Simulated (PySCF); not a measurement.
# C3H11FOSi3: magnetic properties

Computed with PySCF 2.14.0 and routines of our own; the level stands in each step. Atoms count from 0.

## (1) The starting structure

19 atoms, charge 0, multiplicity 1; geometry from: GFN2-xTB.

## (2) Magnetic properties: GIAO wB97X-D/pcSseg-1

The job: settings as JSON, then the geometry in Å.

```
{"job": {"kind": "mag", "xc": "wB97X-D", "basis": "pcSseg-1", "isotopologues": 2}, "charge": 0, "multiplicity": 1}
C     -2.459765     0.951667    -0.594592
C     -1.362786     0.412720     0.272667
O     -0.408874     1.082319     0.632246
C     -1.413626    -1.021224     0.617076
F     -2.540008    -1.647490     0.124362
Si     0.237814    -1.794070    -0.078825
Si     1.899867    -0.425187     0.786807
Si     2.572335     1.399627    -0.474766
H     -2.503094     0.370729    -1.514605
H     -2.286741     2.000156    -0.820865
H     -3.416596     0.828212    -0.089695
H     -1.424127    -1.157077     1.700497
H      0.073995    -3.209722     0.273793
H      0.032747    -1.748377    -1.534963
H      1.603418    -0.131579     2.195806
H      3.069074    -1.334621     0.887447
H      3.092240     0.926556    -1.767544
H      1.543761     2.386681    -0.783519
H      3.680561     2.119930     0.161210
```

Level: GIAO wB97X-D/pcSseg-1 magnetisability, rotational g tensor and spin-rotation constants, non-relativistic, gas phase.

Command:

```
> OMP_NUM_THREADS=1 python excited_run.py task.json out
```

The driver reads the jobs from task.json and runs them one after another.

Q: Estimate the wall time and peak memory of this first job on 1 thread of Intel Xeon at 2.50GHz, shared host.

About 3.6 min, with a peak of 1.2 GiB.
